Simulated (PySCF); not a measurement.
**CuH+: a composite coupled-cluster curve**

Aim: bond length, wavenumber and bond energy of CuH+ near the limit of CCSD(T), built from two basis sets and any small corrections listed.

The runs use PySCF 2.14.0; CCSD(T) on ROHF, scalar-relativistic core potentials.

### 1 The job

- molecule: CuH+
- state: doublet, unpaired electrons σ ↑
- smaller basis: Cu cc-pVTZ-PP with ECP10, H cc-pVTZ
- larger basis: Cu cc-pVQZ-PP with ECP10, H cc-pVQZ
- frozen core orbitals: 4
- extrapolation: correlation as n⁻³ (n = 3, 4), Hartree–Fock as (n+1)·exp(−9√n)
- corrections: none
- distances (Å): 1.2990, 1.3581, 1.4171, 1.4761, 1.5352, 1.6090, 1.6828
- masses (u): 62.9296, 1.0078
- dissociation limit: Cu+ + H

Run with:

```console
$ OMP_NUM_THREADS=4 python comp.py task.json out
```

### 2 The runs

What does the calculation give? Wanted: for each run, Re; ωe; ωexe; αe; De.

As calculated:

```
               level  Re (Å)  ωe (cm⁻¹)  ωexe (cm⁻¹)  αe (cm⁻¹)  De (eV)
CCSD(T)/cc-pVTZ(-PP)  1.4495     1963.3         64.0      0.308    0.925
CCSD(T)/cc-pVQZ(-PP)  1.4465     1954.1         60.1      0.305    0.929
              HF/CBS  1.5216     2019.4         25.5      0.152    0.710
             MP2/CBS  1.3755     2011.3         28.3     0.0677   -0.625
            CCSD/CBS  1.4529     1985.0         44.7      0.268    1.044
         CCSD(T)/CBS  1.4457     1952.2         58.6      0.303    0.924
```

**Reading.** The last step gives Re = 1.4457 Å, ωe = 1952.2 cm⁻¹ and De = 0.924 eV; the smaller basis alone is off from it by +3.8 mÅ and +0.00 eV. Near the minimum the mean field binds by 0.62 eV and correlation adds 0.30 eV of binding. T1 is 0.129, large enough to doubt a single reference. Spin–orbit coupling and excitations beyond (T) are left out.
